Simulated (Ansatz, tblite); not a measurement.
# The cluster Te₃Pb₃+: isomers from a random search

The task here is to estimate one member of a computed series from the others.

Computed with Ansatz 0.2.0, Gaussian basis. Level: relaxed with PBE-D4/def2-SVP, doublet.

4 further runs of the same task are left out: 2 that didn't finish, 2 set aside as unsound or not needed.

## Where the work starts

6 atoms, charge 1, spin multiplicity 2.

Atoms are counted from 1 here; the program's logs count them from 0.

Bond lengths: Pb1–Te4 2.967 Å, Pb1–Te5 2.959 Å, Pb1–Te6 2.918 Å, Pb2–Te4 2.918 Å, Pb2–Te5 2.895 Å, Pb3–Te4 3.032 Å, Pb3–Te5 2.982 Å, Pb3–Te6 2.910 Å. Angles: Te4–Pb1–Te5 81.7°, Te4–Pb1–Te6 63.9°, Te5–Pb1–Te6 88.8°, Te4–Pb2–Te5 83.6°, Te4–Pb3–Te5 80.2°, Te4–Pb3–Te6 63.2°, Te5–Pb3–Te6 88.5°, Pb1–Te4–Pb2 88.4°, Pb1–Te4–Pb3 84.0°, Pb2–Te4–Pb3 69.4°, Pb1–Te5–Pb2 89.0°, Pb1–Te5–Pb3 85.0°, Pb2–Te5–Pb3 70.4°, Pb1–Te6–Pb3 87.1° and more.

Pb, Te take a core potential in the def2 sets. No spin-orbit coupling is included. The ion is computed in the gas phase, without counter-ions or solvent.

A search from random starts with GFN1-xTB found 13 distinct shapes; 2 go on here. The structure above is candidate A, which lies 0.00 eV above the lowest at that level; B lies 0.01 eV above the lowest at that level.

The first run:

in.yaml

```yaml
crystal:
  periodic: [false, false, false]
  atoms:
    - {symbol: Pb, position_ang: [-0.044470, -0.393610, -2.151480]}
    - {symbol: Pb, position_ang: [-1.457720, -1.558950, 1.520740]}
    - {symbol: Pb, position_ang: [0.348650, 1.306840, 1.463780]}
    - {symbol: Te, position_ang: [1.209530, -1.378810, 0.350600]}
    - {symbol: Te, position_ang: [-2.023520, 0.676130, -0.229820]}
    - {symbol: Te, position_ang: [1.967520, 1.348400, -0.953820]}
basis:
  gaussian: {orbitals: def2-SVP}
total_charge: 1
magnetization: {spin_polarized: true, initial_magnetization: 1}
hamiltonian: {xc: pbe, dispersion: d4}
scf: {lower_state_search: "off"}
output: {orbitals: {seedname: orbitals}}
relax: {f_tol: 0.03, max_steps: 70}
```

Started as:

```
ansatz run in.yaml --threads 4 --pin off --events-out ev --progress --plain --max-ram 6963MiB
```

Among the steps run: Relaxing candidate A; Relaxing candidate B; Candidate B, PBE0-D4/def2-TZVP; Candidate B, PBE-D4/def2-TZVP; Candidate B, r2SCAN-D4/def2-TZVP.

One of the session's tables, all rows but one given; the rest of the session is left out.

It belongs to the step «B against A». 

| level | B above A (eV) |
| --- | --- |
| GFN1-xTB | +0.019 |
| GFN2-xTB | +0.048 |
| PBE-D4/def2-TZVP | +0.086 |
| r2SCAN-D4/def2-TZVP | ? |
| PBE0-D4/def2-TZVP | +0.056 |

**Question.** Estimate the row for r2SCAN-D4/def2-TZVP.

As computed: B above A (eV): +0.083. In the column «B above A (eV)» it lies between PBE0-D4/def2-TZVP (+0.056) and PBE-D4/def2-TZVP (+0.086).

To keep in mind: The search was small, so a lower isomer may exist. Only doublets are compared; another spin may lie lower and prefer another shape.
